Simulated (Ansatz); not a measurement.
# C2H5BN2: up Jacob's ladder to CCSD(T)

Aim: compute C2H5BN2 with functionals from several rungs and with coupled cluster. The yardstick is the atomisation energy at the CCSD(T) limit.

The runs use Ansatz 0.2.0, Gaussian basis; functionals in def2-TZVPP, the program's frozen cores in correlated methods.

Plan: LDA (SPW92), PBE-D4, revPBE-D4, BLYP-D4, r2SCAN-D4, B97M-V, PBE0-D4, B3LYP-D4, r2SCANh-D4, r2SCAN0-D4, HSE06-D4, BHLYP-D4, CAM-B3LYP-D4, LC-ωPBE, ωB97X-V, ωB97M-V, B2PLYP, PBE-QIDH; CCSD(T)/def2-SVP; CCSD(T)/def2-TZVPP; MP2/def2-QZVPP; extrapolation to the limit; RPA on PBE.

## Step 1: The relaxed structure

All runs share one geometry, relaxed beforehand with PBE0-D4 in a triple-zeta def2 set.

SMILES `NCB1C=N1`, 10 atoms, charge 0, spin multiplicity 1.

Atoms are counted from 1 here; the program's logs count them from 0.

Bond lengths: N1–C2 1.466 Å, N1–H6 1.013 Å, N1–H7 1.013 Å, C2–B3 1.553 Å, C2–H8 1.097 Å, C2–H9 1.097 Å, B3–C4 1.447 Å, B3–N5 1.437 Å, C4–N5 1.300 Å, C4–H10 1.087 Å. Angles: C2–N1–H6 109.8°, C2–N1–H7 109.8°, H6–N1–H7 105.6°, N1–C2–B3 117.7°, N1–C2–H8 108.7°, N1–C2–H9 108.7°, B3–C2–H8 108.7°, B3–C2–H9 108.8°, H8–C2–H9 103.3°, C2–B3–C4 162.8°, C2–B3–N5 143.6°, C4–B3–N5 53.6°, B3–C4–N5 62.8°, B3–C4–H10 167.2°, N5–C4–H10 130.0°, B3–N5–C4 63.6°.

## Step 2: LDA

This LDA is Slater exchange with PW92 correlation.

Input file in.yaml:

```yaml
crystal:
  periodic: [false, false, false]
  atoms:
    - {symbol: N, position_ang: [-1.665375, -0.090455, 0.779920]}
    - {symbol: C, position_ang: [-0.256608, -0.495067, 0.767282]}
    - {symbol: B, position_ang: [0.648501, 0.071996, -0.360334]}
    - {symbol: C, position_ang: [1.788152, 0.363282, -1.202665]}
    - {symbol: N, position_ang: [0.655852, 0.915513, -1.524194]}
    - {symbol: H, position_ang: [-1.731926, 0.918208, 0.846645]}
    - {symbol: H, position_ang: [-2.100373, -0.334264, -0.101944]}
    - {symbol: H, position_ang: [-0.206031, -1.590904, 0.740418]}
    - {symbol: H, position_ang: [0.189070, -0.246160, 1.738328]}
    - {symbol: H, position_ang: [2.761738, 0.436754, -1.680454]}
basis:
  gaussian: {orbitals: def2-TZVPP}
hamiltonian: {xc: lda}
output: {orbitals: {seedname: orbitals}}
```

Started as:

```console
ansatz run in.yaml --threads 2 --pin off --events-out ev --progress --plain --max-ram 4352MiB
```

The runs that follow: PBE-D4 (GGA); revPBE-D4 (GGA); BLYP-D4 (GGA); r2SCAN-D4 (meta-GGA); B97M-V (meta-GGA); B3LYP-D4 (hybrid); r2SCANh-D4 (hybrid); r2SCAN0-D4 (hybrid); HSE06-D4 (hybrid); BHLYP-D4 (hybrid); CAM-B3LYP-D4 (range-separated); LC-ωPBE (range-separated); ωB97X-V (range-separated); ωB97M-V (range-separated); B2PLYP (double hybrid); PBE-QIDH (double hybrid); CCSD(T) in def2-SVP; CCSD(T) in def2-TZVPP; MP2 in def2-QZVPP; RPA on PBE orbitals.

Before running them: what should the planned runs give, taken together? Wanted: atomisation energy, CCSD(T)/CBS; farthest beyond LDA; mean size of error, GGA; mean size of error, meta-GGA; mean size of error, hybrid; mean size of error, range-separated; mean size of error, double hybrid; gap, smallest and largest; T1 diagnostic.

**Answer**, as computed:

| quantity | value |
| --- | --- |
| atomisation energy, CCSD(T)/CBS | 3951.7 kJ/mol |
| functionals within 19.8 kJ/mol (0.5 %) | r2SCANh-D4, B2PLYP, PBE-QIDH |
| farthest beyond LDA | PBE-D4 (+177.2 kJ/mol) |
| mean size of error, GGA | 100.3 kJ/mol |
| mean size of error, meta-GGA | 35.6 kJ/mol |
| mean size of error, hybrid | 58.8 kJ/mol |
| mean size of error, range-separated | 53.2 kJ/mol |
| mean size of error, double hybrid | 4.1 kJ/mol |
| gap, smallest and largest | 2.95 eV (LDA (SPW92)), 11.15 eV (LC-ωPBE) |
| T1 diagnostic | 0.0109 |
| triples share of the correlation energy | 4.3 % |

The LDA atomisation energy is off by 673.6 kJ/mol (17 %): it overbinds. PBE-D4 misses by +177.2 kJ/mol. Double hybrids carry the basis error of their MP2 part in triple zeta, and no dispersion term here, so their miss is partly the set-up's. By mean error the best rung here is double hybrid (4.1 kJ/mol) and the worst beyond LDA is GGA (100.3 kJ/mol). The reference freezes the cores and leaves out relativity and excitations past (T), so misses under about 19.8 kJ/mol can't be ranked. Hartree-Fock recovers 70 % of the binding; the rest is correlation. CCSD(T) in def2-SVP is off by -206.6 kJ/mol, worse than the median functional, from the basis alone. The gap grows from 3.0 to 11.2 eV across the functionals, mostly with the share of exact exchange.
